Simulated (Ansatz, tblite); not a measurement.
# The cluster Li7H8−: rung by rung

One table from this session's results is given with a row withheld; the runs are named, their logs left out.

The runs use Ansatz 0.2.0, Gaussian basis; as each input shows.

Plan: GFN1-xTB, GFN2-xTB, PBE-D4/def2-TZVPD, r2SCAN-D4/def2-TZVPD, LC-ωPBE/def2-TZVPD, BHLYP-D4/def2-TZVPD, B3LYP-D4/def2-TZVPD, B97M-V/def2-TZVPD, HSE06-D4/def2-TZVPD, PBE+5HF/def2-TZVPD, PBE+10HF/def2-TZVPD, PBE+15HF/def2-TZVPD, PBE+35HF/def2-TZVPD, PBE+50HF/def2-TZVPD, PBE-D4/def2-SVPD, PBE0-D4/def2-SVPD, HF/6-31G, B3LYP-D4/6-31G, CCSD(T)/def2-TZVPD, RPA/def2-TZVPD.

1 further run of the same task is left out (set aside as unsound or not needed). Runs told in other sessions of the task aren't counted.

## The structure

The geometry is that of the singlet, from an earlier relaxation (PBE0-D4/def2-TZVPD). At that level it is the lowest of the isomers that a small search found.

15 atoms, charge -1, spin multiplicity 1.

Bond lengths: Li1–Li2 2.560 Å, Li1–Li4 2.560 Å, Li1–Li5 2.560 Å, Li1–Li7 2.560 Å, Li1–H9 1.838 Å, Li1–H13 1.838 Å, Li2–Li3 2.498 Å, Li2–H9 1.900 Å, Li2–H12 1.770 Å, Li2–H14 1.792 Å, Li3–Li4 2.500 Å, Li3–H12 1.783 Å, Li3–H15 1.783 Å, Li4–H9 1.902 Å, Li4–H10 1.791 Å, Li4–H15 1.770 Å, Li5–Li6 2.500 Å, Li5–H11 1.770 Å and more. Angles: Li2–Li1–Li4 85.6°, Li2–Li1–Li5 88.6°, Li2–Li1–Li7 154.4°, Li2–Li1–H9 47.8°, Li2–Li1–H13 135.8°, Li4–Li1–Li5 153.3°, Li4–Li1–Li7 88.5°, Li4–Li1–H9 47.8°, Li4–Li1–H13 135.9°, Li5–Li1–Li7 85.6°, Li5–Li1–H9 135.9°, Li5–Li1–H13 47.9°, Li7–Li1–H9 135.8°, Li7–Li1–H13 47.8°, H9–Li1–H13 168.3°, Li1–Li2–Li3 92.3°, Li1–Li2–H9 45.8°, Li1–Li2–H12 137.4° and more.

As a file:

```xyz
15

Li    0.3335   -0.4910    0.0166
Li    1.5441    0.9564   -1.7134
Li    0.1138    0.1029   -3.5751
Li   -1.3435   -0.9786   -1.8552
Li    1.3480    0.9728    1.8553
Li   -0.2490    0.0965    3.5682
Li   -1.5134   -1.0020    1.7148
H    -1.8829   -0.5970    3.3980
H     0.5282   -0.6466   -1.8043
H    -1.5479   -1.0241   -0.0762
H     0.9830    1.3851    3.5378
H     1.3557    1.3730   -3.4236
H     0.3483   -0.6452    1.8481
H     1.5210    1.0638    0.0747
H    -1.5389   -0.5658   -3.5657
```

The ion is computed in the gas phase, without counter-ions or solvent.

PBE0-D4/def2-TZVPD was run before; its log isn't repeated, and its numbers join the tables.

Set-up of the first run:

Tight binding, by tblite at 300 K electronic temperature and without a spin-polarisation term:

```python
tblite.interface.Calculator('GFN1-xTB', numbers, positions, charge=-1, uhf=0).singlepoint()
```

Tight binding, by tblite at 300 K electronic temperature and without a spin-polarisation term:

```python
tblite.interface.Calculator('GFN2-xTB', numbers, positions, charge=-1, uhf=0).singlepoint()
```

start.molden holds the orbitals of an earlier run on this state, given as this run's starting guess.

Input file in.yaml:

```yaml
crystal:
  periodic: [false, false, false]
  atoms:
    - {symbol: Li, position_ang: [0.333451, -0.491024, 0.016642]}
    - {symbol: Li, position_ang: [1.544095, 0.956357, -1.713446]}
    - {symbol: Li, position_ang: [0.113766, 0.102888, -3.575089]}
    - {symbol: Li, position_ang: [-1.343507, -0.978586, -1.855212]}
    - {symbol: Li, position_ang: [1.347987, 0.972756, 1.855314]}
    - {symbol: Li, position_ang: [-0.249039, 0.096475, 3.568169]}
    - {symbol: Li, position_ang: [-1.513359, -1.001967, 1.714776]}
    - {symbol: H, position_ang: [-1.882856, -0.596994, 3.397964]}
    - {symbol: H, position_ang: [0.528222, -0.646638, -1.804252]}
    - {symbol: H, position_ang: [-1.547860, -1.024099, -0.076224]}
    - {symbol: H, position_ang: [0.982986, 1.385132, 3.537783]}
    - {symbol: H, position_ang: [1.355726, 1.372997, -3.423580]}
    - {symbol: H, position_ang: [0.348294, -0.645234, 1.848124]}
    - {symbol: H, position_ang: [1.521005, 1.063780, 0.074698]}
    - {symbol: H, position_ang: [-1.538911, -0.565833, -3.565668]}
basis:
  gaussian: {orbitals: def2-TZVPD, initial_orbitals: start.molden}
total_charge: -1
hamiltonian: {xc: pbe, dispersion: d4}
scf: {omitted_lower_state_checks: [starts]}
output: {orbitals: {seedname: orbitals}}
```

Started as:

```sh
$ ansatz run in.yaml --threads 4 --pin off --events-out ev --progress --plain --max-ram 3916MiB
```

Steps of the session up to this table: PBE-D4/def2-TZVPD; r2SCAN-D4/def2-TZVPD; LC-ωPBE/def2-TZVPD; BHLYP-D4/def2-TZVPD; B3LYP-D4/def2-TZVPD; B97M-V/def2-TZVPD; HSE06-D4/def2-TZVPD; PBE+5HF/def2-TZVPD; PBE+10HF/def2-TZVPD; PBE+15HF/def2-TZVPD; PBE+35HF/def2-TZVPD; PBE+50HF/def2-TZVPD; PBE-D4/def2-SVPD; PBE0-D4/def2-SVPD; HF/6-31G; B3LYP-D4/6-31G; CCSD(T)/def2-TZVPD; RPA/def2-TZVPD.

One of the session's tables, all rows but one given; the rest of the session is left out.

It belongs to the step «Levels side by side». 

```
               level  HOMO (eV)  LUMO (eV)  gap (eV)
            HF/6-31G      -5.32       3.99      9.31
    PBE-D4/def2-SVPD      -1.51       1.46      2.97
   PBE-D4/def2-TZVPD      -1.54       1.49      3.03
r2SCAN-D4/def2-TZVPD      -1.73       1.89      3.62
   B97M-V/def2-TZVPD      -1.95       1.54      3.49
      B3LYP-D4/6-31G      -2.50       2.07      4.58
 B3LYP-D4/def2-TZVPD      -2.46       1.88      4.34
   PBE0-D4/def2-SVPD      -2.55       2.00      4.55
  PBE0-D4/def2-TZVPD          ?          ?         ?
 HSE06-D4/def2-TZVPD      -2.19       1.71      3.90
 BHLYP-D4/def2-TZVPD      -3.63       2.46      6.10
  LC-ωPBE/def2-TZVPD      -5.15       3.11      8.26
  PBE+5HF/def2-TZVPD      -1.75       1.60      3.35
 PBE+10HF/def2-TZVPD      -1.96       1.70      3.66
 PBE+15HF/def2-TZVPD      -2.17       1.81      3.98
 PBE+35HF/def2-TZVPD      -3.02       2.21      5.23
 PBE+50HF/def2-TZVPD      -3.67       2.48      6.15
```

Estimate the missing values for PBE0-D4/def2-TZVPD.

**Answer.** HOMO (eV): -2.59; LUMO (eV): 2.01; gap (eV): 4.60. In the column «HOMO (eV)» it lies between PBE+35HF/def2-TZVPD (-3.02) and PBE0-D4/def2-SVPD (-2.55).
